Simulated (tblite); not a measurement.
# C6H13PSi: the cost of one run

The runs use tblite 0.8.0 and PySCF 2.14.0, with density-fitted response routines of our own; the level of theory stands in each step. All values are computed, except where a source is named. Atoms count from 0, in the outputs and in this text.

### 1 The molecule as given

21 atoms, charge 0, multiplicity 1; geometry from: force field or distance geometry start.

Bonds of the start (Å): C0–C1 1.47, C1–Si2 1.83, C1–P3 1.66, P3–C4 1.81, C4–C5 1.51, C5–C6 1.52, C6–C7 1.51, C7–C4 1.48, C0–H8 1.13, C0–H9 1.11, C0–H10 1.10, Si2–H11 1.49, Si2–H12 1.48, Si2–H13 1.45, C4–H14 1.12, C5–H15 1.13, C5–H16 1.11, C6–H17 1.12, C6–H18 1.10, C7–H19 1.09, C7–H20 1.12.

### 2 Optimising the geometry with GFN2-xTB

What the job is given:

```
{"job": {"kind": "relax", "xc": "GFN2-xTB", "basis": "xTB"}, "charge": 0, "multiplicity": 1}
C     -3.010500     0.185900     1.273600
C     -1.769200    -0.113400     0.545200
Si    -1.871500    -0.529100    -1.236000
P     -0.335100    -0.071700     1.384000
C      1.239700    -0.448300     0.572300
C      2.221100     0.679400     0.764900
C      2.718900     0.416500    -0.644100
C      1.409200    -0.292900    -0.887400
H     -3.049100     1.306900     1.398500
H     -3.885000    -0.055100     0.640900
H     -3.107500    -0.265400     2.272100
H     -1.799900     0.783900    -1.926300
H     -3.182700    -1.180700    -1.430600
H     -0.844900    -1.448100    -1.682600
H      1.718200    -1.399500     0.907100
H      2.966600     0.448000     1.578600
H      1.791100     1.697500     0.826000
H      2.798900     1.397700    -1.173100
H      3.628300    -0.194700    -0.729100
H      0.769400     0.383000    -1.458100
H      1.585000    -1.283100    -1.377500
```

On the command line:

```sh
$ OMP_NUM_THREADS=1 python probes_run.py task.json out
```

One launch serves the whole session: the jobs run in the order shown.

**Question.** How long does this first job take on 1 thread of Arm Neoverse V1, shared host, and how much memory does it need?

About 1.2 s, with a peak of 0.17 GiB.
